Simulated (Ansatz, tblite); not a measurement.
# n-GeGeSiH8 (SiGe₂H₈): removing and adding an electron

What does removing or adding an electron cost or gain for n-GeGeSiH8 (SiGe₂H₈)? Each charged state is run at several levels.

Program: Ansatz 0.2.0, Gaussian basis. Level of theory: as each input shows. These are calculated values, not measurements.

Levels to be run: charge +1 doublet, at the geometry of the singlet (PBE0-D4/def2-TZVP, PBE-D4/def2-TZVP, r2SCAN-D4/def2-TZVP); charge -1 doublet, at the geometry of the singlet (PBE0-D4/def2-TZVPD, PBE-D4/def2-TZVPD, r2SCAN-D4/def2-TZVPD); the starting singlet's energies come from earlier runs.

## 1. The structure

The geometry is that of the singlet, from an earlier relaxation (PBE-D4/def2-SVP).

11 atoms, charge 0, spin multiplicity 1.

Atoms are counted from 1 here; the program's logs count them from 0.

Bond lengths: Ge1–Ge2 2.439 Å, Ge1–H4 1.553 Å, Ge1–H5 1.553 Å, Ge1–H6 1.552 Å, Ge2–Si3 2.394 Å, Ge2–H7 1.555 Å, Ge2–H8 1.555 Å, Si3–H9 1.506 Å, Si3–H10 1.506 Å, Si3–H11 1.506 Å. Angles: Ge2–Ge1–H4 110.0°, Ge2–Ge1–H5 110.0°, Ge2–Ge1–H6 111.3°, H4–Ge1–H5 108.3°, H4–Ge1–H6 108.6°, H5–Ge1–H6 108.6°, Ge1–Ge2–Si3 110.7°, Ge1–Ge2–H7 109.2°, Ge1–Ge2–H8 109.5°, Si3–Ge2–H7 109.9°, Si3–Ge2–H8 110.0°, H7–Ge2–H8 107.5°, Ge2–Si3–H9 111.3°, Ge2–Si3–H10 109.5°, Ge2–Si3–H11 109.6°, H9–Si3–H10 108.8°, H9–Si3–H11 108.9°, H10–Si3–H11 108.6°.

## 2. Charge +1 doublet at the fixed geometry, first pass, PBE0-D4/def2-SVP

The input, in.yaml:

```yaml
crystal:
  periodic: [false, false, false]
  atoms:
    - {symbol: Ge, position_ang: [1.869297, -0.721525, 0.273106]}
    - {symbol: Ge, position_ang: [0.041964, 0.346137, -0.939526]}
    - {symbol: Si, position_ang: [-1.919849, 0.468649, 0.426183]}
    - {symbol: H, position_ang: [1.485064, -2.181696, 0.634930]}
    - {symbol: H, position_ang: [2.154112, 0.048970, 1.590607]}
    - {symbol: H, position_ang: [3.168492, -0.747814, -0.574958]}
    - {symbol: H, position_ang: [0.478656, 1.775530, -1.368927]}
    - {symbol: H, position_ang: [-0.260257, -0.459286, -2.234815]}
    - {symbol: H, position_ang: [-3.053219, 1.139589, -0.303491]}
    - {symbol: H, position_ang: [-1.615004, 1.251450, 1.676077]}
    - {symbol: H, position_ang: [-2.349256, -0.919994, 0.820816]}
basis:
  gaussian: {orbitals: def2-SVP}
total_charge: 1
magnetization: {spin_polarized: true, initial_magnetization: 1}
hamiltonian: {xc: pbe0, dispersion: d4}
output: {orbitals: {seedname: orbitals}}
```

Launch:

```
> ansatz run in.yaml --threads 4 --pin off --events-out ev --progress --plain --max-ram 3916MiB
```

The program printed:

```text
Functional definition: PBE0
  name "PBE0"
  cite "Adamo & Barone, J. Chem. Phys. 110, 6158 (1999) doi:10.1063/1.478522"
  cite "Perdew, Burke & Ernzerhof, Phys. Rev. Lett. 77, 3865 (1996) doi:10.1103/PhysRevLett.77.3865"
  parent pbe
  parameter a = 0.25
  parameter kappa = 0.804
  parameter beta = 0.06672455060314922
  exchange = (1 - a)*pbe_x(kappa = kappa, mu = beta*pi^2/3) + a*exact_x
  correlation = pbe_c(beta = beta)
1210 factors; integrals over basis functions are off by at most 1.4e-3 eV
mean field evaluation 1: about -120999.6574 eV, gradient 1.1e1 eV
mean field evaluation 2: about -120999.9643 eV, gradient 9.2e0 eV
mean field evaluation 4: about -121000.2013 eV, gradient 4.0e-1 eV
mean field evaluation 8: about -121000.2488 eV, gradient 8.8e-2 eV
mean field evaluation 16: about -121000.2490 eV, gradient 1.1e-3 eV
mean field evaluation 32: about -120999.7257 eV, gradient 4.0e0 eV
mean field -121000.24896229 eV, -4446.6771324496 hartree, gradient 1.3e-5 eV, S^2 0.756092; 2 other end points of the search recorded, 0 dependent functions left out
reference -121000.24899322 eV, -4446.6771335862 hartree; 43, 42 occupied and 79, 80 virtual orbitals, 1210 factors
Total energy: -121000.42063129 eV, -4446.6834411692 hartree
```

Wall time 5.5 s (4 threads of Arm Neoverse V1, shared host).

From the report: HOMO -13.71 eV, LUMO -11.54 eV (over both spins); ⟨S²⟩ 0.756 (pure: 0.75).

## 3. Charge +1 doublet at the fixed geometry, PBE0-D4/def2-TZVP

start.molden holds the orbitals of an earlier run on this state, given as this run's starting guess.

Edit in.yaml of step 2 so:

```diff
@@ -15,3 +15,3 @@
 basis:
-  gaussian: {orbitals: def2-SVP}
+  gaussian: {orbitals: def2-TZVP, initial_orbitals: start.molden}
 total_charge: 1
@@ -19,2 +19,3 @@
 hamiltonian: {xc: pbe0, dispersion: d4}
+scf: {omitted_lower_state_checks: [starts]}
 output: {orbitals: {seedname: orbitals}}
```

The command is unchanged.

The program printed:

```text
Functional definition: PBE0
  name "PBE0"
  cite "Adamo & Barone, J. Chem. Phys. 110, 6158 (1999) doi:10.1063/1.478522"
  cite "Perdew, Burke & Ernzerhof, Phys. Rev. Lett. 77, 3865 (1996) doi:10.1103/PhysRevLett.77.3865"
  parent pbe
  parameter a = 0.25
  parameter kappa = 0.804
  parameter beta = 0.06672455060314922
  exchange = (1 - a)*pbe_x(kappa = kappa, mu = beta*pi^2/3) + a*exact_x
  correlation = pbe_c(beta = beta)
these checks for a lower state are left out or cut short: starts
1422 factors; their error is unknown
mean field evaluation 1: about -121015.3722 eV, gradient 1.1e2 eV
mean field evaluation 2: about -121016.7363 eV, gradient 2.4e0 eV
mean field evaluation 4: about -121017.3340 eV, gradient 1.2e-1 eV
mean field evaluation 8: about -121017.3340 eV, gradient 1.2e-5 eV
mean field -121017.33399265 eV, -4447.3049957348 hartree, gradient 1.2e-5 eV, S^2 0.757327; 0 other end points of the search recorded, 0 dependent functions left out
reference -121017.33403112 eV, -4447.3049971485 hartree; 43, 42 occupied and 138, 139 virtual orbitals, 1422 factors
Total energy: -121017.50566920 eV, -4447.3113047315 hartree
Checks for a lower state left out: starts
```

Run time: 7 s. Hardware: 4 threads of Arm Neoverse V1, shared host; peak memory 0.72 GiB.

From the report: HOMO -13.66 eV, LUMO -11.43 eV (over both spins); ⟨S²⟩ 0.757 (pure: 0.75).

## 4. Charge +1 doublet at the fixed geometry, PBE-D4/def2-TZVP

Edit in.yaml of step 3 so:

```diff
@@ -18,3 +18,3 @@
 magnetization: {spin_polarized: true, initial_magnetization: 1}
-hamiltonian: {xc: pbe0, dispersion: d4}
+hamiltonian: {xc: pbe, dispersion: d4}
 scf: {omitted_lower_state_checks: [starts]}
```

Launched as before.

The program printed:

```text
Functional definition: PBE
  name "PBE"
  cite "Perdew, Burke & Ernzerhof, Phys. Rev. Lett. 77, 3865 (1996) doi:10.1103/PhysRevLett.77.3865"
  parent pbe
  parameter kappa = 0.804
  parameter beta = 0.06672455060314922
  exchange = pbe_x(kappa = kappa, mu = beta*pi^2/3)
  correlation = pbe_c(beta = beta)
these checks for a lower state are left out or cut short: starts
1320 factors; their error is unknown
mean field evaluation 1: about -121013.3672 eV, gradient 9.2e0 eV
mean field evaluation 2: about -121013.5149 eV, gradient 2.0e-1 eV
mean field evaluation 4: about -121013.4829 eV, gradient 2.3e-3 eV
mean field -121013.48287213 eV, -4447.1634696661 hartree, gradient 1.9e-5 eV, S^2 0.753140; 0 other end points of the search recorded, 0 dependent functions left out
reference -121013.48292402 eV, -4447.1634715731 hartree; 43, 42 occupied and 138, 139 virtual orbitals, 1320 factors
Total energy: -121013.68191525 eV, -4447.1707843657 hartree
Checks for a lower state left out: starts
```

It took 3.8 s on 4 threads of Arm Neoverse V1, shared host.

From the report: HOMO -12.60 eV, LUMO -12.10 eV (over both spins); ⟨S²⟩ 0.753 (pure: 0.75).

## 5. Charge +1 doublet at the fixed geometry, r2SCAN-D4/def2-TZVP

Edit in.yaml of step 4 so:

```diff
@@ -18,3 +18,3 @@
 magnetization: {spin_polarized: true, initial_magnetization: 1}
-hamiltonian: {xc: pbe, dispersion: d4}
+hamiltonian: {xc: r2scan, dispersion: d4}
 scf: {omitted_lower_state_checks: [starts]}
```

The command is unchanged.

The program printed:

```text
Functional definition: r2SCAN
  name "r2SCAN"
  cite "Furness, Kaplan, Ning, Perdew & Sun, J. Phys. Chem. Lett. 11, 8208 (2020) doi:10.1021/acs.jpclett.0c02405"
  cite "Furness, Kaplan, Ning, Perdew & Sun, J. Phys. Chem. Lett. 11, 9248 (2020) doi:10.1021/acs.jpclett.0c03077"
  parent r2scan
  parameter k0 = 0.174
  parameter k1 = 0.065
  parameter a1 = 4.9479
  exchange = r2scan_x(k0 = k0, k1 = k1, a1 = a1)
  correlation = r2scan_c
these checks for a lower state are left out or cut short: starts
1320 factors; their error is unknown
mean field evaluation 1: about -121033.7922 eV, gradient 6.3e0 eV
mean field evaluation 2: about -121033.8478 eV, gradient 8.8e-2 eV
mean field evaluation 4: about -121033.8239 eV, gradient 3.6e-4 eV
mean field -121033.82389659 eV, -4447.9109885273 hartree, gradient 1.5e-5 eV, S^2 0.758260; 0 other end points of the search recorded, 0 dependent functions left out
reference -121033.82391428 eV, -4447.9109891775 hartree; 43, 42 occupied and 138, 139 virtual orbitals, 1320 factors
Total energy: -121033.87094807 eV, -4447.9127176371 hartree
Checks for a lower state left out: starts
```

Wall time 11 s (4 threads of Arm Neoverse V1, shared host).

Report: HOMO -12.88 eV, LUMO -12.04 eV (over both spins); ⟨S²⟩ 0.758 (pure: 0.75).

## 6. Vertical ionisation energy

Charged state less starting state, singlet to doublet; the starting state's energies are those of its earlier runs.

```tsv
level	vertical ionisation energy (eV)	time
PBE-D4/def2-TZVP	+9.51	6.3 s
r2SCAN-D4/def2-TZVP	+9.61	15 s
PBE0-D4/def2-TZVP	+9.69	10 s
```

Times add the two runs; a level without a time comes out of a correlated run.

Beside −ε(HOMO) of the starting state:

```tsv
level	−ε(HOMO) (eV)	by difference (eV)	mismatch (eV)
PBE-D4/def2-TZVP	6.85	9.51	-2.66
r2SCAN-D4/def2-TZVP	7.11	9.61	-2.50
PBE0-D4/def2-TZVP	7.88	9.69	-1.81
```

## 7. Charge -1 doublet at the fixed geometry, first pass, PBE0-D4/def2-SVP

Edit in.yaml of step 5 so:

```diff
@@ -15,7 +15,6 @@
 basis:
-  gaussian: {orbitals: def2-TZVP, initial_orbitals: start.molden}
-total_charge: 1
+  gaussian: {orbitals: def2-SVP}
+total_charge: -1
 magnetization: {spin_polarized: true, initial_magnetization: 1}
-hamiltonian: {xc: r2scan, dispersion: d4}
-scf: {omitted_lower_state_checks: [starts]}
+hamiltonian: {xc: pbe0, dispersion: d4}
 output: {orbitals: {seedname: orbitals}}
```

Launched as before.

The program printed (excerpt; [...] marks lines left out):

```text
Functional definition: PBE0
  name "PBE0"
  cite "Adamo & Barone, J. Chem. Phys. 110, 6158 (1999) doi:10.1063/1.478522"
  cite "Perdew, Burke & Ernzerhof, Phys. Rev. Lett. 77, 3865 (1996) doi:10.1103/PhysRevLett.77.3865"
  parent pbe
[...]
1210 factors; integrals over basis functions are off by at most 1.4e-3 eV
[...]
mean field -121008.35510063 eV, -4446.9750275390 hartree, gradient 1.5e-5 eV, S^2 0.754247; 8 other end points of the search recorded, 0 dependent functions left out
reference -121008.35513683 eV, -4446.9750288694 hartree; 44, 43 occupied and 78, 79 virtual orbitals, 1210 factors
Total energy: -121008.59929730 eV, -4446.9840016012 hartree
```

Wall time 12 s (4 threads of Arm Neoverse V1, shared host).

HOMO 3.24 eV, LUMO 5.04 eV (over both spins); ⟨S²⟩ 0.754 (pure: 0.75). Doubts: highest occupied level lies above zero.

## 8. Charge -1 doublet at the fixed geometry, PBE0-D4/def2-TZVPD

Edit in.yaml of step 7 so:

```diff
@@ -15,3 +15,3 @@
 basis:
-  gaussian: {orbitals: def2-SVP}
+  gaussian: {orbitals: def2-TZVPD, initial_orbitals: start.molden}
 total_charge: -1
@@ -19,2 +19,3 @@
 hamiltonian: {xc: pbe0, dispersion: d4}
+scf: {omitted_lower_state_checks: [starts]}
 output: {orbitals: {seedname: orbitals}}
```

Same command.

The program printed (excerpt; [...] marks lines left out):

```text
Functional definition: PBE0
  name "PBE0"
  cite "Adamo & Barone, J. Chem. Phys. 110, 6158 (1999) doi:10.1063/1.478522"
  cite "Perdew, Burke & Ernzerhof, Phys. Rev. Lett. 77, 3865 (1996) doi:10.1103/PhysRevLett.77.3865"
  parent pbe
[...]
1556 factors; their error is unknown
[...]
mean field -121026.14435050 eV, -4447.6287704139 hartree, gradient 2.4e-6 eV, S^2 0.752213; 0 other end points of the search recorded, 0 dependent functions left out
reference -121026.14440535 eV, -4447.6287724295 hartree; 44, 43 occupied and 179, 180 virtual orbitals, 1556 factors
Total energy: -121026.38856582 eV, -4447.6377451613 hartree
Checks for a lower state left out: starts
```

Wall time 20 s (4 threads of Arm Neoverse V1, shared host); peak memory 1.1 GiB.

From the report: HOMO 2.01 eV, LUMO 3.07 eV (over both spins); ⟨S²⟩ 0.752 (pure: 0.75). Doubts: highest occupied level lies above zero.

## 9. Charge -1 doublet at the fixed geometry, PBE-D4/def2-TZVPD

Edit in.yaml of step 8 so:

```diff
@@ -18,3 +18,3 @@
 magnetization: {spin_polarized: true, initial_magnetization: 1}
-hamiltonian: {xc: pbe0, dispersion: d4}
+hamiltonian: {xc: pbe, dispersion: d4}
 scf: {omitted_lower_state_checks: [starts]}
```

Launched as before.

The program printed:

```text
Functional definition: PBE
  name "PBE"
  cite "Perdew, Burke & Ernzerhof, Phys. Rev. Lett. 77, 3865 (1996) doi:10.1103/PhysRevLett.77.3865"
  parent pbe
  parameter kappa = 0.804
  parameter beta = 0.06672455060314922
  exchange = pbe_x(kappa = kappa, mu = beta*pi^2/3)
  correlation = pbe_c(beta = beta)
these checks for a lower state are left out or cut short: starts
1429 factors; their error is unknown
mean field evaluation 1: about -121022.1957 eV, gradient 9.2e0 eV
mean field evaluation 2: about -121022.3379 eV, gradient 2.1e-1 eV
mean field evaluation 4: about -121022.3180 eV, gradient 2.5e-2 eV
mean field evaluation 8: about -121022.3180 eV, gradient 2.5e-5 eV
mean field -121022.31797038 eV, -4447.4881535379 hartree, gradient 9.1e-6 eV, S^2 0.750875; 0 other end points of the search recorded, 0 dependent functions left out
reference -121022.31804266 eV, -4447.4881561943 hartree; 44, 43 occupied and 179, 180 virtual orbitals, 1429 factors
Total energy: -121022.60093607 eV, -4447.4985523355 hartree
Checks for a lower state left out: starts
```

It took 10 s on 4 threads of Arm Neoverse V1, shared host.

From the report: HOMO 2.25 eV, LUMO 2.54 eV (over both spins); ⟨S²⟩ 0.751 (pure: 0.75). Doubts: highest occupied level lies above zero.

## 10. Charge -1 doublet at the fixed geometry, r2SCAN-D4/def2-TZVPD

Edit in.yaml of step 9 so:

```diff
@@ -18,3 +18,3 @@
 magnetization: {spin_polarized: true, initial_magnetization: 1}
-hamiltonian: {xc: pbe, dispersion: d4}
+hamiltonian: {xc: r2scan, dispersion: d4}
 scf: {omitted_lower_state_checks: [starts]}
```

Launched as before.

The program printed:

```text
Functional definition: r2SCAN
  name "r2SCAN"
  cite "Furness, Kaplan, Ning, Perdew & Sun, J. Phys. Chem. Lett. 11, 8208 (2020) doi:10.1021/acs.jpclett.0c02405"
  cite "Furness, Kaplan, Ning, Perdew & Sun, J. Phys. Chem. Lett. 11, 9248 (2020) doi:10.1021/acs.jpclett.0c03077"
  parent r2scan
  parameter k0 = 0.174
  parameter k1 = 0.065
  parameter a1 = 4.9479
  exchange = r2scan_x(k0 = k0, k1 = k1, a1 = a1)
  correlation = r2scan_c
these checks for a lower state are left out or cut short: starts
1429 factors; their error is unknown
mean field evaluation 1: about -121042.5676 eV, gradient 6.4e0 eV
mean field evaluation 2: about -121042.6306 eV, gradient 1.1e-1 eV
mean field evaluation 4: about -121042.6183 eV, gradient 1.1e-2 eV
mean field evaluation 8: about -121042.6183 eV, gradient 8.6e-6 eV
mean field -121042.61830441 eV, -4448.2341770535 hartree, gradient 1.1e-5 eV, S^2 0.754066; 0 other end points of the search recorded, 0 dependent functions left out
reference -121042.61833861 eV, -4448.2341783103 hartree; 44, 43 occupied and 179, 180 virtual orbitals, 1429 factors
Total energy: -121042.68888003 eV, -4448.2367706598 hartree
Checks for a lower state left out: starts
```

Wall time 39 s (4 threads of Arm Neoverse V1, shared host).

Report: HOMO 2.29 eV, LUMO 2.77 eV (over both spins); ⟨S²⟩ 0.754 (pure: 0.75). Doubts: highest occupied level lies above zero.

## 11. Vertical electron affinity

Starting state less charged state (positive: the electron is bound), singlet to doublet; the starting state's energies are those of its earlier runs.

```tsv
level	vertical electron affinity (eV)	time
PBE-D4/def2-TZVPD	-0.62	14 s
r2SCAN-D4/def2-TZVPD	-0.83	47 s
PBE0-D4/def2-TZVPD	-0.84	29 s
```

Times add the two runs; a level without a time comes out of a correlated run.

Beside −ε(LUMO) of the starting state:

```tsv
level	−ε(LUMO) (eV)	by difference (eV)	mismatch (eV)
PBE-D4/def2-TZVPD	1.12	-0.62	+1.74
r2SCAN-D4/def2-TZVPD	0.77	-0.83	+1.60
PBE0-D4/def2-TZVPD	0.35	-0.84	+1.18
```

## 12. Results

```
                                             quantity                                 value
 vertical ionisation energy, functionals in def2-TZVP    9.51 (PBE-D4) to 9.69 eV (PBE0-D4)
vertical electron affinity, functionals in def2-TZVPD  -0.84 (PBE0-D4) to -0.62 eV (PBE-D4)
```

The vertical ionisation energy spans 9.51 to 9.69 eV over the functionals. −ε(HOMO) misses the level's own difference by -1.81 eV at best (PBE0-D4) and -2.66 eV at worst (PBE-D4). The vertical electron affinity spans -0.84 to -0.62 eV over the functionals. A negative affinity means an unbound electron, held by the basis alone. −ε(LUMO) misses the level's own difference by +1.18 eV at best (PBE0-D4) and +1.74 eV at worst (PBE-D4).
